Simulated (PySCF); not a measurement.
# C5H6F2: geometry, spin-spin couplings

Wanted: the spin-spin couplings of C5H6F2 (`C=C(F)/C(F)=C/C`), by calculation.

Programs: PySCF 2.14.0, with density-fitted response routines of our own. Each step states its level of theory. These are calculated values for one molecule in the gas phase, unless marked as measured. Atoms are numbered from 0 throughout.

## 1. Starting geometry

13 atoms, charge 0, multiplicity 1; geometry from: GFN2-xTB. The atoms were then displaced at random by about 0.01 Å, so the start is not that level's minimum.

Bonds of the start (Å): C0–C1 1.32, C1–F2 1.36, C1–C3 1.49, C3–F4 1.36, C3–C5 1.30, C5–C6 1.50, C0–H7 1.09, C0–H8 1.05, C5–H9 1.07, C6–H10 1.07, C6–H11 1.09, C6–H12 1.08.

## 2. Geometry optimisation at PBE0-D3(BJ)/def2-SVP

Job settings and geometry (Å):

```
{"job": {"xc": "PBE0", "basis": "def2-SVP", "d3": "d3bj", "grid": 1, "shake": 0.01, "kind": "geom"}, "charge": 0, "multiplicity": 1}
C     -2.577610    -0.434530    -0.461420
C     -1.475820     0.282520    -0.417050
F     -1.479340     1.584060    -0.802130
C     -0.134620    -0.195400     0.014960
F     -0.184290    -1.507960     0.381640
C      0.955480     0.515520     0.064230
C      2.285850    -0.016060     0.514360
H     -3.496270     0.046470    -0.811630
H     -2.616390    -1.433650    -0.145220
H      0.910810     1.541810    -0.231800
H      3.001420     0.089380    -0.275330
H      2.640600     0.561960     1.373880
H      2.175990    -1.050990     0.785180
```

Command:

```
OMP_NUM_THREADS=1 python probes_run.py task.json out
```

The driver reads the jobs from task.json and runs them one after another.

**Question.** This job is followed by: B3LYP/6-31G* indirect spin-spin coupling, non-relativistic, gas phase. Predict these results of the whole session: rotational constants (main isotopes); largest coupling of the table (B3LYP/6-31G*).

The runs gave:

| quantity | value |
| --- | --- |
| rotational constants (main isotopes) | 4.71, 1.88, 1.36 GHz |
| largest coupling of the table (B3LYP/6-31G*) | 1J(C,F) C1–F2, -201.6 Hz |

What this shows: The start of the PBE0/def2-SVP relaxation was shaken at random by about 0.01 Å, so part of the energy gained, and of the first lengths quoted, undoes that. Over 7 steps the energy fell by 0.171 eV; of the close pairs, C0–H8 changed most, 1.049 to 1.088 Å. In the run at B3LYP/6-31G*, the largest coupling of the table is C1–F2, -201.6 Hz, of which the Fermi-contact term gives -197.9 Hz. Couplings across rotatable bonds belong to this one conformer; where others are populated, the observed values are averages. Density functionals describe couplings to fluorine poorly, F–F couplings above all, so those rows are rough. Couplings from bases without tight functions are rough.
